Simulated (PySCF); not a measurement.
**A gas-phase reaction: H3InO2 + Br2 → BrH2InO2 + BrH**

What reaction energy should one expect for `[OH][InH][OH]` + `BrBr` → `[OH][In]([OH])[Br]` + `Br`?

Computed with PySCF 2.14.0; each step states its level. No surroundings beyond the atoms listed, unless a continuum is named. Atoms count from 0, parts from 1.

## Step 1: The system as given

Each species was relaxed by itself at PBE0-D3(BJ)/def2-SVPD.

## Step 2: Energies of the species: wB97M-D3(BJ)/def2-TZVPD

Job settings and geometry (Å):

```
{"job": {"kind": "react", "xc": "wB97M-D3(BJ)", "basis": "def2-TZVPD"}, "charge": 0, "multiplicity": 1}
-1 H3InO2 charge 0 multiplicity 1
O     -1.240120     1.027370     0.588900
In     0.376080     0.375610    -0.411740
O      0.837530    -1.544790    -0.041930
H     -1.653930     0.370880     1.156900
H      1.268110     1.351650    -1.467490
H      0.246620    -1.991050     0.571680

-1 Br2 charge 0 multiplicity 1
Br     1.150550    -0.001060     0.002470
Br    -1.150820     0.001340    -0.005400

+1 BrH2InO2 charge 0 multiplicity 1
O      1.151250    -0.854830     1.088300
In    -0.367450     0.209240     0.345760
O     -0.608410     0.547350    -1.608120
Br    -2.006190     1.137610     1.914530
H      1.756890    -1.191260     0.419800
H      0.074820     0.152110    -2.159480

+1 BrH charge 0 multiplicity 1
Br     0.715070     0.000230     0.003650
H     -0.708650     0.002670    -0.004330
```

Level: wB97M-D3(BJ)/def2-TZVPD reaction energy of separated species, gas phase.

On the command line:

```
$ OMP_NUM_THREADS=1 python cluster_run.py task.json out
```

This one command runs all jobs of the session in turn.

The log of the run:

```text
species 1 (H3InO2)
coarse grid: 25864 points
cycle   1  E = -341.8843517674  dE = -3.248e+01  |g| = 1.883e+00  |ddm| = 4.675e+01
cycle   2  E = -342.0487454841  dE = -1.644e-01  |g| = 1.816e+00  |ddm| = 5.785e+00
cycle   3  E = -342.5288896531  dE = -4.801e-01  |g| = 2.126e-01  |ddm| = 1.686e+00
cycle   4  E = -342.5337533818  dE = -4.864e-03  |g| = 1.394e-01  |ddm| = 2.342e-01
cycle   5  E = -342.5370098501  dE = -3.256e-03  |g| = 8.217e-03  |ddm| = 1.479e-01
cycle   6  E = -342.5370511628  dE = -4.131e-05  |g| = 3.001e-03  |ddm| = 2.683e-02
cycle   7  E = -342.5370558279  dE = -4.665e-06  |g| = 5.944e-04  |ddm| = 1.056e-02
final grid: 52576 points
cycle   8  E = -342.5371341481  dE = -2.408e-07  |g| = 3.679e-04  |ddm| = 2.338e-03
cycle   9  E = -342.5371341630  dE = -1.485e-08  |g| = 3.798e-04  |ddm| = 7.006e-04
cycle  10  E = -342.5371341867  dE = -2.370e-08  |g| = 6.561e-05  |ddm| = 2.072e-04
cycle  11  E = -342.5371341886  dE = -1.895e-09  |g| = 2.442e-05  |ddm| = 1.161e-04
cycle  12  E = -342.5371341891  dE = -5.139e-10  |g| = 5.447e-06  |ddm| = 8.523e-05
converged SCF energy = -342.5371341891

species 2 (Br2)
coarse grid: 14664 points
cycle   1  E = -5148.2886919541  dE = -2.032e+00  |g| = 4.158e-01  |ddm| = 1.565e+00
cycle   2  E = -5148.3001171921  dE = -1.143e-02  |g| = 2.962e-01  |ddm| = 3.425e-01
cycle   3  E = -5148.3083611026  dE = -8.244e-03  |g| = 9.005e-03  |ddm| = 1.528e-01
cycle   4  E = -5148.3084056576  dE = -4.456e-05  |g| = 2.023e-03  |ddm| = 1.256e-02
cycle   5  E = -5148.3084092303  dE = -3.573e-06  |g| = 6.167e-04  |ddm| = 4.103e-03
final grid: 26152 points
cycle   6  E = -5148.3084027554  dE = -1.104e-07  |g| = 3.661e-04  |ddm| = 8.879e-04
cycle   7  E = -5148.3084027790  dE = -2.363e-08  |g| = 2.411e-04  |ddm| = 4.758e-04
cycle   8  E = -5148.3084027932  dE = -1.416e-08  |g| = 2.159e-05  |ddm| = 1.721e-04
cycle   9  E = -5148.3084027934  dE = -2.328e-10  |g| = 1.096e-05  |ddm| = 2.977e-05
converged SCF energy = -5148.3084027934

species 3 (BrH2InO2)
coarse grid: 30728 points
cycle   1  E = -2915.4395685093  dE = -3.331e+01  |g| = 1.956e+00  |ddm| = 4.702e+01
cycle   2  E = -2915.5828025529  dE = -1.432e-01  |g| = 1.930e+00  |ddm| = 5.863e+00
cycle   3  E = -2916.1540741391  dE = -5.713e-01  |g| = 1.947e-01  |ddm| = 1.764e+00
cycle   4  E = -2916.1572614831  dE = -3.187e-03  |g| = 1.572e-01  |ddm| = 2.471e-01
cycle   5  E = -2916.1614858921  dE = -4.224e-03  |g| = 1.364e-02  |ddm| = 1.637e-01
cycle   6  E = -2916.1615565415  dE = -7.065e-05  |g| = 5.563e-03  |ddm| = 2.881e-02
cycle   7  E = -2916.1615709623  dE = -1.442e-05  |g| = 1.069e-03  |ddm| = 1.829e-02
cycle   8  E = -2916.1615716612  dE = -6.989e-07  |g| = 3.508e-04  |ddm| = 2.817e-03
final grid: 60280 points
cycle   9  E = -2916.1615501211  dE = -2.329e-07  |g| = 3.183e-04  |ddm| = 3.053e-03
cycle  10  E = -2916.1615501288  dE = -7.680e-09  |g| = 3.459e-04  |ddm| = 5.371e-04
cycle  11  E = -2916.1615501473  dE = -1.857e-08  |g| = 6.157e-05  |ddm| = 2.192e-04
cycle  12  E = -2916.1615501489  dE = -1.512e-09  |g| = 3.073e-05  |ddm| = 1.049e-04
cycle  13  E = -2916.1615501493  dE = -4.666e-10  |g| = 5.446e-06  |ddm| = 6.760e-05
converged SCF energy = -2916.1615501493

species 4 (BrH)
coarse grid: 9808 points
cycle   1  E = -2574.7444818817  dE = -1.115e+00  |g| = 2.814e-01  |ddm| = 9.887e-01
cycle   2  E = -2574.7574488655  dE = -1.297e-02  |g| = 1.487e-01  |ddm| = 2.655e-01
cycle   3  E = -2574.7608846387  dE = -3.436e-03  |g| = 8.656e-03  |ddm| = 8.708e-02
cycle   4  E = -2574.7609220033  dE = -3.736e-05  |g| = 2.523e-03  |ddm| = 1.268e-02
cycle   5  E = -2574.7609264336  dE = -4.430e-06  |g| = 6.498e-04  |ddm| = 4.934e-03
final grid: 18448 points
cycle   6  E = -2574.7609111293  dE = -1.922e-07  |g| = 3.884e-04  |ddm| = 9.237e-04
cycle   7  E = -2574.7609111569  dE = -2.764e-08  |g| = 2.730e-04  |ddm| = 3.937e-04
cycle   8  E = -2574.7609111640  dE = -7.060e-09  |g| = 3.379e-05  |ddm| = 1.359e-04
cycle   9  E = -2574.7609111650  dE = -1.020e-09  |g| = 1.120e-05  |ddm| = 6.293e-05
cycle  10  E = -2574.7609111651  dE = -7.594e-11  |g| = 1.703e-06  |ddm| = 1.292e-05
converged SCF energy = -2574.7609111651

Reaction energy = -48.296 kcal/mol
```

Run time: 24 s. Hardware: 1 thread of Arm Neoverse V2, shared host; peak memory 0.75 GiB.

Species by species (with the dispersion term, which the log's SCF energies lack):

| ν | species | energy (Eh) | HOMO (eV) |
| --- | --- | --- | --- |
| -1 | [OH][InH][OH] | -342.54032 | -10.92 |
| -1 | BrBr | -5148.30959 | -10.44 |
| +1 | [OH][In]([OH])[Br] | -2916.16540 | -10.90 |
| +1 | Br | -2574.76148 | -11.15 |

## Step 3: Reaction energy: PBE0-D3(BJ)/def2-TZVPD

Same as in step 2 but for these lines:

```diff
@@ -1,2 +1,2 @@
-{"job": {"kind": "react", "xc": "wB97M-D3(BJ)", "basis": "def2-TZVPD"}, "charge": 0, "multiplicity": 1}
+{"job": {"kind": "react", "xc": "PBE0", "basis": "def2-TZVPD", "disp": "d3bj"}, "charge": 0, "multiplicity": 1}
 -1 H3InO2 charge 0 multiplicity 1
```

Method: PBE0-D3(BJ)/def2-TZVPD reaction energy of separated species, gas phase.

The log of the run:

```text
species 1 (H3InO2)
coarse grid: 25864 points
cycle   1  E = -341.5052965255  dE = -3.211e+01  |g| = 2.076e+00  |ddm| = 4.674e+01
cycle   2  E = -340.9244990510  dE =  5.808e-01  |g| = 2.952e+00  |ddm| = 7.266e+00
cycle   3  E = -342.2918789114  dE = -1.367e+00  |g| = 3.624e-01  |ddm| = 2.539e+00
cycle   4  E = -342.3000320172  dE = -8.153e-03  |g| = 2.974e-01  |ddm| = 5.064e-01
cycle   5  E = -342.3157360625  dE = -1.570e-02  |g| = 1.489e-02  |ddm| = 2.605e-01
cycle   6  E = -342.3157691635  dE = -3.310e-05  |g| = 3.207e-03  |ddm| = 1.083e-02
cycle   7  E = -342.3157710474  dE = -1.884e-06  |g| = 4.405e-04  |ddm| = 3.904e-03
final grid: 52576 points
cycle   8  E = -342.3158196701  dE = -9.142e-08  |g| = 6.272e-04  |ddm| = 2.625e-03
cycle   9  E = -342.3158194663  dE =  2.039e-07  |g| = 1.231e-03  |ddm| = 1.154e-03
cycle  10  E = -342.3158197459  dE = -2.796e-07  |g| = 8.722e-05  |ddm| = 7.833e-04
cycle  11  E = -342.3158197472  dE = -1.330e-09  |g| = 3.416e-05  |ddm| = 8.146e-05
cycle  12  E = -342.3158197474  dE = -1.972e-10  |g| = 6.990e-06  |ddm| = 2.408e-05
converged SCF energy = -342.3158197474

species 2 (Br2)
coarse grid: 14664 points
cycle   1  E = -5147.6955175746  dE = -1.992e+00  |g| = 4.158e-01  |ddm| = 1.609e+00
cycle   2  E = -5147.7001486624  dE = -4.631e-03  |g| = 3.188e-01  |ddm| = 3.040e-01
cycle   3  E = -5147.7078030423  dE = -7.654e-03  |g| = 2.250e-02  |ddm| = 1.633e-01
cycle   4  E = -5147.7079141215  dE = -1.111e-04  |g| = 7.934e-03  |ddm| = 2.329e-02
cycle   5  E = -5147.7079304089  dE = -1.629e-05  |g| = 5.812e-04  |ddm| = 6.034e-03
cycle   6  E = -5147.7079304677  dE = -5.878e-08  |g| = 9.434e-05  |ddm| = 7.038e-04
final grid: 26152 points
cycle   7  E = -5147.7079426132  dE = -3.390e-09  |g| = 8.878e-05  |ddm| = 2.090e-04
cycle   8  E = -5147.7079426134  dE = -2.819e-10  |g| = 7.651e-05  |ddm| = 1.000e-04
cycle   9  E = -5147.7079426138  dE = -4.020e-10  |g| = 2.356e-06  |ddm| = 3.912e-05
converged SCF energy = -5147.7079426138

species 3 (BrH2InO2)
coarse grid: 30728 points
cycle   1  E = -2914.5203147251  dE = -3.271e+01  |g| = 2.336e+00  |ddm| = 4.687e+01
cycle   2  E = -2910.6487985440  dE =  3.872e+00  |g| = 4.558e+00  |ddm| = 8.847e+00
cycle   3  E = -2915.5759266018  dE = -4.927e+00  |g| = 5.576e-01  |ddm| = 5.147e+00
cycle   4  E = -2915.5736507253  dE =  2.276e-03  |g| = 6.150e-01  |ddm| = 9.419e-01
cycle   5  E = -2915.6408798041  dE = -6.723e-02  |g| = 5.841e-02  |ddm| = 6.389e-01
cycle   6  E = -2915.6416961156  dE = -8.163e-04  |g| = 1.356e-02  |ddm| = 6.566e-02
cycle   7  E = -2915.6417261907  dE = -3.008e-05  |g| = 4.775e-03  |ddm| = 1.358e-02
cycle   8  E = -2915.6417304444  dE = -4.254e-06  |g| = 2.770e-03  |ddm| = 5.418e-03
final grid: 60280 points
cycle   9  E = -2915.6417094163  dE =  5.045e-06  |g| = 5.976e-03  |ddm| = 6.517e-03
cycle  10  E = -2915.6416837374  dE =  2.568e-05  |g| = 1.313e-02  |ddm| = 1.252e-02
cycle  11  E = -2915.6417160926  dE = -3.236e-05  |g| = 1.971e-04  |ddm| = 8.617e-03
cycle  12  E = -2915.6417160969  dE = -4.309e-09  |g| = 2.018e-05  |ddm| = 1.541e-04
cycle  13  E = -2915.6417160970  dE = -6.776e-11  |g| = 1.049e-05  |ddm| = 3.480e-05
converged SCF energy = -2915.6417160970

species 4 (BrH)
coarse grid: 9808 points
cycle   1  E = -2574.4494536860  dE = -1.081e+00  |g| = 2.724e-01  |ddm| = 1.042e+00
cycle   2  E = -2574.4540919303  dE = -4.638e-03  |g| = 1.699e-01  |ddm| = 2.601e-01
cycle   3  E = -2574.4588662130  dE = -4.774e-03  |g| = 3.007e-02  |ddm| = 1.194e-01
cycle   4  E = -2574.4590976884  dE = -2.315e-04  |g| = 4.156e-03  |ddm| = 2.212e-02
cycle   5  E = -2574.4591016908  dE = -4.002e-06  |g| = 1.311e-03  |ddm| = 4.270e-03
final grid: 18448 points
cycle   6  E = -2574.4591028168  dE = -7.033e-08  |g| = 1.375e-03  |ddm| = 2.024e-03
cycle   7  E = -2574.4591028312  dE = -1.434e-08  |g| = 1.399e-03  |ddm| = 1.791e-03
cycle   8  E = -2574.4591030520  dE = -2.209e-07  |g| = 5.149e-05  |ddm| = 8.398e-04
cycle   9  E = -2574.4591030527  dE = -6.830e-10  |g| = 1.026e-05  |ddm| = 4.413e-05
converged SCF energy = -2574.4591030527

Reaction energy = -48.529 kcal/mol
```

It took 14 s on 1 thread of Arm Neoverse V2, shared host; peak memory 0.65 GiB.

Reaction energy at this level: -48.53 kcal/mol.

## Step 4: Comparing the runs

Energies in kcal/mol, with wall time:

| run | reaction | time |
| --- | --- | --- |
| wB97M-D3(BJ)/def2-TZVPD | -48.30 | 24 s |
| PBE0-D3(BJ)/def2-TZVPD | -48.53 | 14 s |

## Step 5: Results

| quantity | value |
| --- | --- |
| reaction energy (wB97M-D3(BJ)/def2-TZVPD) | -48.30 kcal/mol |
| ΔH, ΔG at 298 K (xTB thermal terms) | -47.6, -47.2 kcal/mol |
| range of the reaction energy over the runs of this table | -48.53 to -48.30 kcal/mol |

What this shows: The reaction is exothermic by 47.6 kcal/mol in the gas phase; dispersion gives -0.03, and xTB itself gave -36.68 for the electronic energy (xTB energies and thermal terms come from the earlier relaxation of each species, not shown). No barrier was sought. xTB and this level differ widely in the electronic energy, so what comes from xTB (the thermal terms above all) is less safe here. The reaction energy runs from -48.53 (PBE0-D3(BJ)/def2-TZVPD) to -48.30 kcal/mol (wB97M-D3(BJ)/def2-TZVPD).
